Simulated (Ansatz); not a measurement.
# Be2Sn: a single-point run

Aim: a sound single-point run of Be2Sn. The structure is shown as the input types it. The cell is built on a prototype (antifluorite) and needn't be the phase found in nature.

Computed with Ansatz 0.2.0 (density functional or hybrid calculation with the settings of its input, plane waves (as first typed), unless a step's input says otherwise).

9 further runs of the same task are left out: 2 for a known fault of the program, 7 that didn't finish.

## (1) The system as given

Symmetry: Fm-3m, No. 225, cubic system. The conventional cell has a = 5.803 Å, b = 5.803 Å, c = 5.803 Å, α = 90.00°, β = 90.00°, γ = 90.00°. Sn (site symmetry m-3m) has 8 Be at 2.51 Å as nearest neighbours. Be (site symmetry -43m) has 4 Sn at 2.51 Å as nearest neighbours.

Coordinates:

```cif
data_structure
_symmetry_space_group_name_H-M 'P 1'
_symmetry_Int_Tables_number 1
_cell_length_a 4.1034
_cell_length_b 4.1034
_cell_length_c 4.1034
_cell_angle_alpha 60.000
_cell_angle_beta 60.000
_cell_angle_gamma 60.000
_cell_volume 48.86
loop_
_atom_site_label
_atom_site_type_symbol
_atom_site_fract_x
_atom_site_fract_y
_atom_site_fract_z
_atom_site_occupancy
Sn1 Sn 0.00000 0.00000 0.00000 1
Be1 Be 0.25000 0.25000 0.25000 1
Be2 Be 0.75000 0.75000 0.75000 1
```

## (2) The run

Input file input.yaml:

```yaml
crystal:
  lattice:
    - [0.0, 2.9015655576, 2.9015655576]
    - [2.9015655576, 0.0, 2.9015655576]
    - [2.9015655576, 2.9015655576, 0.0]
  atoms:
    - { symbol: Sn, position: [0.0, 0.0, 0.0] }
    - { symbol: Be, position: [0.25, 0.25, 0.25] }
    - { symbol: Be, position: [0.75, 0.75, 0.75] }
kpoints:
  mp_grid: { grid: [4, 4, 4] }
hamiltonian:
  xc: hse06
scf:
  occupations: { method: fermi_dirac, width: 0.02 }
  n_extra_bands: 4
  exx: { max_outer_iter: 2 }
output:
  forces: true
  stress: true
  eigenvalues: true
```

Launch:

```sh
> ansatz run input.yaml --threads 4 --pin off --max-ram 3686MiB --backend cpu --events-out ev --progress --plain --runs-dir out
```

What happens when this is run?

This run ends as converged, with warnings (filled band counts differ across k points, stress exchange threshold loose, stress scf threshold loose). Its log warns: «output.stress: scf.convergence.dr2_threshold = 1e-7 eV (the SCF's general default) is looser than the 3e-10 eV advised for a printed stress (1e-10 eV for each atom of the ...»

Look at the input: scf.exx.max_outer_iter is 2. What could go wrong: too low a cap on iterations. The run converged, but that does not make its result sound.

Run again and compare: delete scf.exx.max_outer_iter (the default then holds).
